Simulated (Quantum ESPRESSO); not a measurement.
The system is Pt.

```
Pt
1.0
     0.00000    1.97342    1.97342
     1.98333   -0.00992    1.98333
     1.98333    1.98333   -0.00992
Pt
1
Direct
  0.00000 0.00000 0.00000
```

The cell was built by a generator and needn't be a form met in nature.

Below is the output of Quantum ESPRESSO 7.5 for this cell. Logs are shortened: lines on timing, memory, paths and dates and some standing lists are left out, and cuts for length are marked.

```text
This program is part of the open-source Quantum ESPRESSO suite
     for quantum simulation of materials; please cite
[... 6 lines left out ...]
     using ibrav=0 with symmetry is DISCOURAGED, use correct ibrav instead

     K-points division:     npool     =       4
     Subspace diagonalization in iterative solution of the eigenvalue problem:
     a serial algorithm will be used

     G-vector sticks info
     --------------------
     sticks:   dense  smooth     PW     G-vecs:    dense   smooth      PW
     Sum         859     433    151                16925     5965    1243

     Using Slab Decomposition

     bravais-lattice index     =            0
     lattice parameter (alat)  =       5.2739  a.u.
     unit-cell volume          =     105.2940 (a.u.)^3
     number of atoms/cell      =            1
     number of atomic types    =            1
     number of electrons       =        16.00
     number of Kohn-Sham states=           14
     kinetic-energy cutoff     =      56.0000  Ry
     charge density cutoff     =     450.0000  Ry
     scf convergence threshold =      2.0E-10
     mixing beta               =       0.5000
     number of iterations used =            8  plain     mixing
     Exchange-correlation=  SLA  PW   PBX  PBC
                           (   1   4   3   4   0   0   0)

     celldm(1)=   5.273912  celldm(2)=   0.000000  celldm(3)=   0.000000
     celldm(4)=   0.000000  celldm(5)=   0.000000  celldm(6)=   0.000000

     crystal axes: (cart. coord. in units of alat)
               a(1) = (   0.000000   0.707107   0.707107 )
               a(2) = (   0.710660  -0.003553   0.710660 )
               a(3) = (   0.710660   0.710660  -0.003553 )

     reciprocal axes: (cart. coord. in units 2 pi/alat)
               b(1) = ( -0.703571  0.707107  0.707107 )
               b(2) = (  0.703571 -0.700071  0.700071 )
               b(3) = (  0.703571  0.700071 -0.700071 )

     PseudoPot. # 1 for Pt read from file:
     pt_pbe_v1.4.uspp.F.UPF
     Pseudo is Ultrasoft + core correction, Zval = 16.0
     Generated by new atomic code, or converted to UPF format
     Using radial grid of  985 points,  6 beta functions with:
                l(1) =   0
                l(2) =   0
                l(3) =   1
                l(4) =   1
                l(5) =   2
                l(6) =   2
     Q(r) pseudized with  8 coefficients,  rinner =    1.300   1.300   1.300
                                                       1.300   1.300

     atomic species   valence    mass     pseudopotential
     Pt               16.00   195.08400     Pt( 1.00)

      8 Sym. Ops., with inversion, found

   Cartesian axes

     site n.     atom                  positions (alat units)
         1        Pt     tau(   1) = (   0.0000000   0.0000000   0.0000000  )

     number of k points=  4505  Methfessel-Paxton smearing, width (Ry)=  0.0147

     Number of k-points >= 100: set verbosity='high' to print them.

     Dense  grid:    16925 G-vectors     FFT dimensions: (  36,  36,  36)

     Smooth grid:     5965 G-vectors     FFT dimensions: (  25,  25,  25)

     Initial potential from superposition of free atoms

     starting charge      15.5000, renormalised to      16.0000

     negative rho (up, down):  1.914E-01 0.000E+00
     Starting wfcs are   12 randomized atomic wfcs +    2 random wfcs

     Self-consistent Calculation

     iteration #  1     ecut=    56.00 Ry     beta= 0.50
     Davidson diagonalization with overlap
     ethr =  1.00E-02,  avg # of iterations =  4.3

     negative rho (up, down):  1.780E-01 0.000E+00

     total energy              =    -210.52584661 Ry
     estimated scf accuracy    <       0.76915306 Ry

     iteration #  2     ecut=    56.00 Ry     beta= 0.50
     Davidson diagonalization with overlap
     ethr =  4.81E-03,  avg # of iterations =  2.0

     negative rho (up, down):  1.786E-01 0.000E+00

     total energy              =    -210.69485874 Ry
     estimated scf accuracy    <       0.00868186 Ry

     iteration #  3     ecut=    56.00 Ry     beta= 0.50
     Davidson diagonalization with overlap
     ethr =  5.43E-05,  avg # of iterations =  2.8

     negative rho (up, down):  1.775E-01 0.000E+00

     total energy              =    -210.69648241 Ry
     estimated scf accuracy    <       0.00076739 Ry

     iteration #  4     ecut=    56.00 Ry     beta= 0.50
     Davidson diagonalization with overlap
     ethr =  4.80E-06,  avg # of iterations =  4.0
[... 19 lines left out ...]
     negative rho (up, down):  1.777E-01 0.000E+00

     total energy              =    -210.69652711 Ry
     estimated scf accuracy    <          4.0E-09 Ry

     iteration #  7     ecut=    56.00 Ry     beta= 0.50
     Davidson diagonalization with overlap
     ethr =  2.51E-11,  avg # of iterations =  3.7

     negative rho (up, down):  1.777E-01 0.000E+00

     total energy              =    -210.69652712 Ry
     estimated scf accuracy    <          7.9E-10 Ry

     iteration #  8     ecut=    56.00 Ry     beta= 0.50
     Davidson diagonalization with overlap
     ethr =  4.94E-12,  avg # of iterations =  2.0

     negative rho (up, down):  1.777E-01 0.000E+00

     End of self-consistent calculation

     Number of k-points >= 100: set verbosity='high' to print the bands.

     the Fermi energy is    21.5523 ev

!    total energy              =    -210.69652712 Ry
     estimated scf accuracy    <          4.7E-12 Ry
     smearing contrib. (-TS)   =      -0.00026246 Ry
     internal energy E=F+TS    =    -210.69626466 Ry

     The total energy is F=E-TS. E is the sum of the following terms:
     one-electron contribution =     -22.55365016 Ry
     hartree contribution      =      25.33515007 Ry
     xc contribution           =     -56.89622040 Ry
     ewald contribution        =    -156.58154417 Ry

     convergence has been achieved in   8 iterations

     negative rho (up, down):  1.777E-01 0.000E+00

     Forces acting on atoms (cartesian axes, Ry/au):

     atom    1 type  1   force =     0.00000000    0.00000000    0.00000000

     Total force =     0.000000     Total SCF correction =     0.000000

     Computing stress (Cartesian axis) and pressure

     negative rho (up, down):  1.777E-01 0.000E+00
          total   stress  (Ry/bohr**3)                   (kbar)     P=       -2.04
  -0.00001780  -0.00000000  -0.00000000           -2.62       -0.00       -0.00
  -0.00000000  -0.00001188   0.00004372           -0.00       -1.75        6.43
  -0.00000000   0.00004372  -0.00001188           -0.00        6.43       -1.75

=------------------------------------------------------------------------------=
   JOB DONE.
=------------------------------------------------------------------------------=
```

**Question.** Write the input and the command behind it.

**Answer.** Single point with PBE, no spin polarisation. The files as run (others can give the same):

pw.in
```
&CONTROL
  calculation = 'scf'
  prefix = 'pwscf'
  outdir = './tmp'
  pseudo_dir = './pseudo'
  tprnfor = .true.
  tstress = .true.
  disk_io = 'nowf'
  forc_conv_thr = 0.0001
/
&SYSTEM
  ibrav = 0
  nat = 1
  ntyp = 1
  ecutwfc = 56
  ecutrho = 450
  nbnd = 14
  occupations = 'smearing'
  smearing = 'mp'
  degauss = 0.01469973
/
&ELECTRONS
  conv_thr = 2d-10
  electron_maxstep = 120
  mixing_beta = 0.5
/
ATOMIC_SPECIES
Pt   195.0840 pt_pbe_v1.4.uspp.F.UPF
CELL_PARAMETERS angstrom
   0.0000000000    1.9734176782    1.9734176782
   1.9833343500   -0.0099166718    1.9833343500
   1.9833343500    1.9833343500   -0.0099166718
ATOMIC_POSITIONS crystal
Pt     0.0000000000    0.0000000000    0.0000000000
K_POINTS automatic
32 32 32 0 0 0
```

Potentials or basis: GBRV 1.5 PBE.
Command:
```console
$ OMP_NUM_THREADS=1 mpirun -n 4 pw.x -nk 4 -in pw.in > pw.out
```
